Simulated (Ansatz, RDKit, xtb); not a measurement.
# CH7B3FN3O: ranking a sample of isomers, part 1 of 2

Which of a sample of isomers of CH7B3FN3O is the most stable in the gas at 298.15 K, and what are its properties? The sample is small against all isomers, and the most stable one of this formula need not be in it.

The funnel: GFN2-xTB relaxations, single points with a density functional, relaxations at PBE-D3(BJ)/def2-SVP, harmonic vibrations (at GFN2-xTB), and a last energy at a higher level. All values are calculated.

### Step 1. Candidates

Isomers were taken from a list of plausible structures; this is a sample, not all of them. That gives 3 candidates.

| label | SMILES | spin |
| --- | --- | --- |
| c136 | CON1BNBNB1F | singlet |
| c304 | COB1NBNB(F)N1 | singlet |
| c406 | CON1BNB(F)NB1 | singlet |

Candidates are built by distance geometry, with a force field where one applies, in up to four conformers (letters a to d).

### Step 2. Search with GFN2-xTB

All 12 starts are relaxed the same way. One of them, c136d (taken from a list of positional isomers, embedded by distance geometry and UFF), in full:

start.xyz reads:

```xyz
16
c136d
C      0.053206     2.506475    -1.408414
B      0.042150     1.122966     1.600238
B     -1.878912    -0.463250     1.990504
B     -0.664422    -0.481269    -0.160513
F      0.065803    -1.507330    -0.926565
N      0.005308     0.864975     0.110157
N     -1.306528     0.912433     2.442230
N     -2.035761    -0.815135     0.515196
O     -0.789239     1.827459    -0.451227
H      0.835846     3.023831    -0.832858
H      0.396497     1.818821    -2.151268
H     -0.566776     3.324259    -1.852569
H      0.742057     1.934100     2.051134
H     -1.022819     0.796191     3.368985
H     -2.686379    -0.987693     2.709219
H     -2.127665    -1.838776     0.444671
```

On the command line:

```sh
$ xtb start.xyz --gfn 2 --opt
```

The program printed (excerpt; [...] marks lines left out):

```text
* xtb version 6.7.1
[...]
          :  # basis functions                  43          :
[...]
          :  # electrons                        48          :
[...]
          :  Hamiltonian                  GFN2-xTB          :
[...]
          :  net charge                          0          :
          :  unpaired electrons                  0          :
[...]
   *** convergence criteria satisfied after 13 iterations ***
[...]
   *** GEOMETRY OPTIMIZATION CONVERGED AFTER 27 ITERATIONS ***
[...]
   *** convergence criteria satisfied after 3 iterations ***
[...]
         ::                     SUMMARY                     ::
         :::::::::::::::::::::::::::::::::::::::::::::::::::::
         :: total energy             -27.178214999045 Eh    ::
         :: gradient norm              0.000194622392 Eh/a0 ::
         :: HOMO-LUMO gap              5.403421533352 eV    ::
         ::.................................................::
         :: SCC energy               -27.419774292183 Eh    ::
         :: -> isotropic ES            0.111847216702 Eh    ::
         :: -> anisotropic ES          0.005748375970 Eh    ::
         :: -> anisotropic XC          0.003219880925 Eh    ::
         :: -> dispersion             -0.010706599898 Eh    ::
         :: repulsion energy           0.241559293137 Eh    ::
         :: add. restraining           0.000000000000 Eh    ::
         :: total charge              -0.000000000000 e     ::
         :::::::::::::::::::::::::::::::::::::::::::::::::::::
[...]
        24        2.0000           -0.3944744             -10.7342 (HOMO)
        25                         -0.1959023              -5.3308 (LUMO)
[...]
     #   Z          covCN         q      C6AA      α(0)
     1   6 C        3.635     0.032    20.412     6.501
     2   5 B        2.643     0.261    17.785     7.113
     3   5 B        2.642     0.265    17.735     7.104
     4   5 B        2.429     0.423    18.768     7.852
     5   9 F        0.722    -0.310    12.447     4.166
     6   7 N        2.605    -0.115    23.516     7.202
     7   7 N        2.544    -0.295    27.621     7.805
     8   7 N        2.543    -0.312    28.052     7.866
     9   8 O        1.761    -0.251    18.139     5.751
    10   1 H        0.924     0.037     2.493     2.469
    11   1 H        0.924     0.046     2.366     2.406
    12   1 H        0.925     0.073     2.055     2.242
    13   1 H        0.939    -0.090     5.214     3.570
    14   1 H        0.860     0.165     1.305     1.789
[...]
molecular dipole:
                 x           y           z       tot (Debye)
 q only:        0.500      -0.168       0.827
   full:        0.546      -0.365       0.779       2.589
molecular quadrupole (traceless):
[...]
          | TOTAL ENERGY              -27.178214999045 Eh   |
          | GRADIENT NORM               0.000194622392 Eh/α |
          | HOMO-LUMO GAP               5.403421533352 eV   |
           -------------------------------------------------
[...]
```

Wall time 0.65 s (2 threads of AMD EPYC (Zen 3), shared host); peak memory 0.092 GiB.

### Step 3. What the search left

12 of the 12 relaxations converged; the search merged 8 into others by its test of bonds and energy. 4 distinct structures remain:

| label | start | SMILES after | spin | energy (kcal/mol) |
| --- | --- | --- | --- | --- |
| c304d | drawn | COB1NBNB(F)N1 | singlet | 0.0 |
| c304c | drawn | COB1NBNB(F)N1 | singlet | 0.8 |
| c406a | drawn | CON1BNB(F)NB1 | singlet | 51.8 |
| c136d | drawn | CON1BNBNB1F | singlet | 53.7 |

### Step 4. Single points on the low minima

A choice of the minima (the low ones first, few conformers of a pattern, up to a cap) and the lowest that fell apart get a single point at r2SCAN-D4/def2-SVP on the tight-binding geometry, and one at HF/STO-3G for comparison. Some singlets are also tried as triplets at the same geometry (label ending in t). The first, c304d:

input.yaml reads:

```yaml
crystal:
  periodic: [false, false, false]
  atoms:
    - {symbol: C, position_ang: [3.399112, 1.420190, -0.712247]}
    - {symbol: B, position_ang: [1.198594, 1.283606, 0.316430]}
    - {symbol: B, position_ang: [-1.050745, 1.365957, 1.417567]}
    - {symbol: B, position_ang: [-0.192403, -0.757081, 0.470585]}
    - {symbol: F, position_ang: [-0.361453, -2.069343, 0.220685]}
    - {symbol: "N", position_ang: [0.150453, 1.976283, 0.996193]}
    - {symbol: N, position_ang: [-1.196954, -0.020194, 1.137021]}
    - {symbol: "N", position_ang: [0.995601, -0.112508, 0.064095]}
    - {symbol: O, position_ang: [2.305451, 1.994600, -0.042577]}
    - {symbol: H, position_ang: [3.866262, 0.634814, -0.108860]}
    - {symbol: H, position_ang: [4.126399, 2.215152, -0.886779]}
    - {symbol: H, position_ang: [3.097724, 0.994878, -1.675339]}
    - {symbol: H, position_ang: [0.299489, 2.957211, 1.172432]}
    - {symbol: H, position_ang: [-1.888096, 1.966030, 1.973042]}
    - {symbol: H, position_ang: [-2.036509, -0.502748, 1.416459]}
    - {symbol: H, position_ang: [1.701958, -0.652857, -0.410213]}
basis:
  gaussian: {orbitals: def2-SVP}
hamiltonian: {xc: r2scan, dispersion: d4}
output: {orbitals: {seedname: orbitals}}
scf: {lower_state_search: off}
```

On the command line:

```sh
$ ansatz run input.yaml --threads 2 --pin off --max-ram 5220MiB --events-out events.jsonl --progress --plain --runs-dir runs
```

The program printed (excerpt; [...] marks lines left out):

```text
Warning: RAYON_NUM_THREADS=2 ignored (pool sized by the plan → 2); use --threads N
Functional definition: r2SCAN
  name "r2SCAN"
[...]
1833 factors; their error is unknown
[...]
mean field -12407.78029814 eV, -455.9775156610 hartree, gradient 5.3e-6 eV, S^2 0.000000; 0 other end points of the search recorded, 0 dependent functions left out
reference -12407.78031068 eV, -455.9775161218 hartree; 33, 33 occupied and 128, 128 virtual orbitals, 1833 factors
Total energy: -12407.88404235 eV, -455.9813281906 hartree
Checks for a lower state left out: stability, starts, cluster_reference, orbital_swaps, neighbouring_geometries, increment
```

It took 7.8 s on 2 threads of AMD EPYC (Zen 3), shared host; peak memory 0.23 GiB.

Relative energies in kcal/mol, each column from its lowest structure that stays in one piece:

```csv
label,SMILES,spin,GFN2-xTB,HF/STO-3G,r2SCAN-D4/def2-SVP
c304d,COB1NBNB(F)N1,singlet,0.0,0.0,0.0
c304c,COB1NBNB(F)N1,singlet,0.8,1.5,1.0
c406a,CON1BNB(F)NB1,singlet,51.8,58.1,80.2
c136d,CON1BNBNB1F,singlet,53.7,58.9,81.4
c304dt,COB1NBNB(F)N1,triplet,–,–,144.8
c406at,CON1BNB(F)NB1,triplet,–,–,214.7
```

### Step 5. Relaxing the best candidates

3 candidates are relaxed at PBE-D3(BJ)/def2-SVP (chosen among the lowest in one piece, one conformer a pattern). The first, c304d:

input.yaml, as its differences from that of step 4:

```diff
@@ -10,3 +10,3 @@
     - {symbol: N, position_ang: [-1.196954, -0.020194, 1.137021]}
-    - {symbol: "N", position_ang: [0.995601, -0.112508, 0.064095]}
+    - {symbol: N, position_ang: [0.995601, -0.112508, 0.064095]}
     - {symbol: O, position_ang: [2.305451, 1.994600, -0.042577]}
@@ -20,5 +20,10 @@
 basis:
-  gaussian: {orbitals: def2-SVP}
-hamiltonian: {xc: r2scan, dispersion: d4}
-output: {orbitals: {seedname: orbitals}}
-scf: {lower_state_search: off}
+  gaussian:
+    orbitals: def2-SVP
+hamiltonian:
+  xc: pbe
+  dispersion: d3bj
+scf:
+  lower_state_search: off
+relax:
+  f_tol: 0.006
```

On the command line:

```sh
$ ansatz run input.yaml --threads 2 --pin off --max-ram 5220MiB --events-out events.jsonl --progress --plain --runs-dir runs
```

The program printed (excerpt; [...] marks lines left out):

```text
Warning: RAYON_NUM_THREADS=2 ignored (pool sized by the plan → 2); use --threads N
[...]
Functional definition: PBE
  name "PBE"
[...]
1833 factors; their error is unknown
[...]
mean field -12399.44207713 eV, -455.6710916909 hartree, gradient 2.3e-6 eV, S^2 0.000000; 0 other end points of the search recorded, 0 dependent functions left out
[...]
reference -12399.44212005 eV, -455.6710932681 hartree; 33, 33 occupied and 128, 128 virtual orbitals, 1833 factors
relax step   1: F+E_penalty+E_count = -12399.81495807 eV  Δ(F+E_penalty+E_count) = +0.000e0 eV  max|allowed force component| = 8.236e-1 eV/Å  Δτ_max = 0.0000 Å  (21 SCF iters, accepted)
[...]
relax step   5: F+E_penalty+E_count = -12399.92120928 eV  Δ(F+E_penalty+E_count) = -8.734e-5 eV  max|allowed force component| = 1.393e-2 eV/Å  Δτ_max = 0.0080 Å  (21 SCF iters, accepted)
[...]
Atom 7 at     1.011920    -0.093446     0.059273 Å, force     0.000271     0.000568     0.000235 eV/Å
Atom 8 at     2.325100     2.027318    -0.042833 Å, force    -0.001925     0.000064     0.000661 eV/Å
Atom 9 at     3.861062     0.593792    -0.111309 Å, force     0.000222    -0.000104     0.000160 eV/Å
Atom 10 at     4.181304     2.171461    -0.906920 Å, force     0.000202    -0.000076     0.000105 eV/Å
Atom 11 at     3.092574     0.982637    -1.697937 Å, force    -0.000300     0.000522    -0.000675 eV/Å
Atom 12 at     0.266667     3.002482     1.192977 Å, force    -0.000011     0.000449     0.000047 eV/Å
Atom 13 at    -1.946377     1.980246     2.002507 Å, force    -0.000025    -0.000199    -0.000156 eV/Å
Atom 14 at    -2.055383    -0.526438     1.426951 Å, force    -0.000273     0.000143     0.000282 eV/Å
Atom 15 at     1.730410    -0.635702    -0.422032 Å, force    -0.000387     0.000085     0.000201 eV/Å
Dipole moment:     0.280532     0.028021    -0.127955 e Å
Checks for a lower state left out: stability, starts, cluster_reference, orbital_swaps, neighbouring_geometries, increment
```

Run time: 44 s. Hardware: 2 threads of AMD EPYC (Zen 3), shared host; peak memory 0.22 GiB.

Energy change by step (eV): 0.0000, -0.0941, -0.1058, -0.1062, -0.1063, -0.1063.

After the run. Bond lengths: B4–F5 1.354 Å, B2–N6 1.444 Å, B3–N6 1.429 Å, B3–N7 1.438 Å, B4–N7 1.432 Å, B2–N8 1.444 Å, B4–N8 1.432 Å, C1–O9 1.410 Å, B2–O9 1.379 Å, C1–H10 1.115 Å, C1–H11 1.108 Å, C1–H12 1.115 Å, N6–H13 1.021 Å, B3–H14 1.217 Å, N7–H15 1.020 Å, N8–H16 1.021 Å. Some angles: F5–B4–N7 120.7°, F5–B4–N8 120.2°, N7–B4–N8 119.1°, B2–N6–B3 123.1°, N6–B2–N8 117.2°, N6–B2–O9 118.5°, N8–B2–O9 124.3°, N6–B3–N7 117.5°, B3–N7–B4 121.7°, B2–N8–B4 121.4°.

### Step 6. The relaxed candidates

```csv
label,spin,r2SCAN-D4/def2-SVP (kcal/mol),"PBE-D3(BJ)/def2-SVP, relaxed (kcal/mol)",time
c304d,singlet,0.0,0.0,44 s
c406a,singlet,80.2,75.6,44 s
c136d,singlet,81.4,76.8,51 s
```

c304d: Bond lengths: B4–F5 1.354 Å, B2–N6 1.444 Å, B3–N6 1.429 Å, B3–N7 1.438 Å, B4–N7 1.432 Å, B2–N8 1.444 Å, B4–N8 1.432 Å, C1–O9 1.410 Å, B2–O9 1.379 Å, C1–H10 1.115 Å, C1–H11 1.108 Å, C1–H12 1.115 Å, N6–H13 1.021 Å, B3–H14 1.217 Å, N7–H15 1.020 Å, N8–H16 1.021 Å. Some angles: F5–B4–N7 120.7°, F5–B4–N8 120.2°, N7–B4–N8 119.1°, B2–N6–B3 123.1°, N6–B2–N8 117.2°, N6–B2–O9 118.5°, N8–B2–O9 124.3°, N6–B3–N7 117.5°, B3–N7–B4 121.7°, B2–N8–B4 121.4°.

c406a: Bond lengths: B3–F5 1.351 Å, B2–N6 1.438 Å, B4–N6 1.438 Å, B2–N7 1.433 Å, B3–N7 1.434 Å, B3–N8 1.434 Å, B4–N8 1.433 Å, C1–O9 1.418 Å, N6–O9 1.415 Å, C1–H10 1.115 Å, C1–H11 1.115 Å, C1–H12 1.107 Å, B2–H13 1.212 Å, N7–H14 1.021 Å, N8–H15 1.021 Å, B4–H16 1.212 Å. Some angles: F5–B3–N7 120.8°, F5–B3–N8 120.8°, N7–B3–N8 118.5°, B2–N6–B4 124.6°, B2–N6–O9 117.6°, B4–N6–O9 117.6°, N6–B2–N7 116.1°, N6–B4–N8 116.1°, B2–N7–B3 122.4°, B3–N8–B4 122.4°.

c136d: Bond lengths: B4–F5 1.345 Å, B2–N6 1.435 Å, B4–N6 1.443 Å, B2–N7 1.436 Å, B3–N7 1.436 Å, B3–N8 1.435 Å, B4–N8 1.433 Å, C1–O9 1.421 Å, N6–O9 1.411 Å, C1–H10 1.114 Å, C1–H11 1.114 Å, C1–H12 1.107 Å, B2–H13 1.212 Å, N7–H14 1.020 Å, B3–H15 1.215 Å, N8–H16 1.021 Å. Some angles: F5–B4–N6 121.1°, F5–B4–N8 121.7°, N6–B4–N8 117.1°, B2–N6–B4 123.3°, B2–N6–O9 118.6°, B4–N6–O9 117.9°, N6–B2–N7 116.2°, B2–N7–B3 123.6°, N7–B3–N8 117.1°, B3–N8–B4 122.7°.

(Continued in part 2 of 2.)
